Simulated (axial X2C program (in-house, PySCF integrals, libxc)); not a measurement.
# A two-component session on CuO: properties at the nuclei

Aim: properties at the nuclei of CuO, with spin–orbit coupling in the Hamiltonian from the start.

The runs use an in-house X2C program for linear molecules on PySCF integrals; two-component X2C with atomic mean-field terms, Cu dyall-cv3z, O dyall-av3z.

All values are calculated.

**1. The job**

The input, task.json:

```json
{
 "zs": [
  29,
  8
 ],
 "q": 0,
 "bas": [
  "dyall-cv3z",
  "dyall-av3z"
 ],
 "r0": 1.72,
 "levels": [
  "PBE0",
  "HF",
  "BHandHLYP",
  "PBE50",
  "BP86"
 ],
 "nst": 3
}
```

Keys: zs atomic numbers; q charge; bas basis sets; r0 starting distance in Å; levels methods (HF also brings MP2); nst determinants followed.

Launch:

```bash
$ python soeom.py task.json out
```

Further steps of the session: Expectation values, lowest determinant; Expectation values, a higher determinant; Expectation values, a higher determinant.

**Question.** What will these runs give? Wanted: lowest determinant; Eeff magnitude; Ws magnitude Cu; A∥/gI Cu; qzz Cu; higher determinant (for each run or level that gives them).

**Answer**, as computed:

```
                                        quantity                                                 value
                              lowest determinant               Ω = 3/2 (excess of +ω over −ω: ω = 3/2)
                    Eeff magnitude (GV/cm), PBE0                                                 0.149
                     Ws magnitude Cu (kHz), PBE0                                                0.0198
                            A∥/gI Cu (MHz), PBE0                                                 -49.5
                             qzz Cu (a.u.), PBE0                                                  0.58
                              higher determinant               Ω = 1/2 (excess of +ω over −ω: ω = 1/2)
Eeff magnitude (GV/cm), PBE0, higher determinant                                                 0.189
 Ws magnitude Cu (kHz), PBE0, higher determinant                                                0.0923
        A∥/gI Cu (MHz), PBE0, higher determinant                                                   753
         qzz Cu (a.u.), PBE0, higher determinant                                                  0.57
                              higher determinant  Ω = 5/2 (excess of +ω over −ω: 2 × ω = 1/2, ω = 3/2)
Eeff magnitude (GV/cm), PBE0, higher determinant                                                  1.03
 Ws magnitude Cu (kHz), PBE0, higher determinant                                                  0.21
        A∥/gI Cu (MHz), PBE0, higher determinant                                                   880
         qzz Cu (a.u.), PBE0, higher determinant                                                  0.92
```

In words: In the first state, the effective field runs from 0.0252 to 0.165 GV/cm over the mean-field levels, so the levels don't agree on it. The expectation values come from single determinants, which for open shells can mix terms of unlike spin or miss the lowest Ω, so a determinant need not be a state. Eeff is the effective electric field on the electron dipole moment in this Ω state and Ws the scalar–pseudoscalar constant (defined with the proton number Z and per Ω); A∥ is the parallel hyperfine constant, which follows by multiplying with the nuclear g factor gI = μI/(I μN); qzz is the electric field gradient, eQq0 = 234.96 MHz × Q/barn × qzz; μ is positive if O is the positive end. The operators were transformed with the bare-nucleus X2C matrices. A second determinant lies within 0.1 eV of the first, so their order is not settled at this level.
